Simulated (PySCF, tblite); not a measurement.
**C6H14Si3: geometry, infrared bands and NMR shifts**

Aim: predict the infrared bands and NMR shifts of C6H14Si3 (`C=CCC#C[Si@H](C)[SiH2][SiH3]`).

Computed with tblite 0.8.0 and PySCF 2.14.0, with density-fitted response routines of our own, on a single molecule in the gas phase. Atoms are numbered from 0 throughout.

### 1 The starting structure

23 atoms, charge 0, multiplicity 1; geometry from: force field or distance geometry start.

Bonds of the start (Å): C0–C1 1.34, C1–C2 1.51, C2–C3 1.48, C3–C4 1.21, C4–Si5 1.87, Si5–C6 1.85, Si5–Si7 2.30, Si7–Si8 2.28, C0–H9 1.08, C0–H10 1.08, C1–H11 1.09, C2–H12 1.09, C2–H13 1.09, Si5–H14 1.49, C6–H15 1.10, C6–H16 1.09, C6–H17 1.10, Si7–H18 1.50, Si7–H19 1.49, Si8–H20 1.50, Si8–H21 1.49, Si8–H22 1.49.

### 2 Optimising the geometry with GFN2-xTB

What the job is given:

```
{"job": {"kind": "relax", "xc": "GFN2-xTB", "basis": "xTB"}, "charge": 0, "multiplicity": 1}
C      3.545600     0.546500    -2.243800
C      3.058500     0.590300    -0.999600
C      2.885600    -0.622600    -0.111300
C      1.458300    -0.739200     0.242700
C      0.296900    -0.841200     0.553700
Si    -1.525200    -0.936500     0.976500
C     -2.223700    -2.610000     0.627900
Si    -2.663000     0.630600    -0.269500
Si    -1.724800     2.648200     0.249300
H      3.644000     1.461300    -2.815500
H      3.813900    -0.385700    -2.723100
H      2.793500     1.545100    -0.554900
H      3.482600    -0.500700     0.797000
H      3.219200    -1.531800    -0.621800
H     -1.704300    -0.615900     2.424200
H     -3.290100    -2.658300     0.900400
H     -2.121600    -2.876500    -0.421900
H     -1.711400    -3.386700     1.217800
H     -4.118800     0.600200     0.088300
H     -2.549400     0.326400    -1.724500
H     -2.440600     3.753200    -0.464000
H     -1.841400     2.918300     1.709000
H     -0.288600     2.711900    -0.124100
```

Command:

```
OMP_NUM_THREADS=1 python probes_run.py task.json out
```

This one command runs all jobs of the session in turn.

**Question.** This job is followed by: GFN2-xTB harmonic vibrations, gas phase; GIAO PBE0/pcSseg-1 NMR shielding, non-relativistic, gas phase. Predict these results of the whole session: strongest single infrared mode (GFN2-xTB); zero-point energy (GFN2-xTB); 13C shifts against TMS (PBE0/pcSseg-1); 1H shifts against TMS (PBE0/pcSseg-1, means over atoms taken as alike); 29Si shifts against TMS (PBE0/pcSseg-1); surface potential, 1st and 99th percentile.

**Answer**, as computed:

| quantity | value |
| --- | --- |
| strongest single infrared mode (GFN2-xTB) | 2139 cm⁻¹, 525 km/mol |
| zero-point energy (GFN2-xTB) | 102.9 kcal/mol |
| 13C shifts against TMS (PBE0/pcSseg-1) | 143.8, 123.3, 117.5, 87.6, 29.9, -0.8 ppm |
| 1H shifts against TMS (PBE0/pcSseg-1, means over atoms taken as alike) | 6.18, 5.40, 5.36, 4.72, 3.58, 3.42, 3.27, 3.20, 3.00, 0.35 ppm |
| 29Si shifts against TMS (PBE0/pcSseg-1) | -67.0, -115.2, -127.7 ppm |
| surface potential, 1st and 99th percentile | -0.83 V and 0.93 V |

Relaxing lowered the energy by 0.241 eV in 234 steps; the close pair that moved most is Si5–C6, from 1.847 to 1.905 Å. No mode is imaginary among the 63: a minimum at this level. The strongest single mode, at 2139 cm⁻¹, moves mainly H18. GFN2-xTB is a fitted tight-binding method: band positions and strengths are rough. Its intensities can rank the bands wrongly. The most deshielded carbon is C1 (alkene CH), at 143.8 ppm: as expected for a trigonal carbon in a double bond. H11 (hydrogen on an alkene CH) lies farthest downfield among hydrogen, at 6.18 ppm; a vinylic proton, deshielded by the sp2 carbon and the C=C anisotropy. At PBE0/pcSseg-1: Shielding is most anisotropic at C3 (span 285 ppm, paramagnetic term -208 ppm). At PBE0/pcSseg-1, counted by nearest atom on the grid, the HOMO lies on C3, C4 about 25 % each; Si7 9 %, the LUMO on Si5, Si7 about 15 % each; H19 11 %.
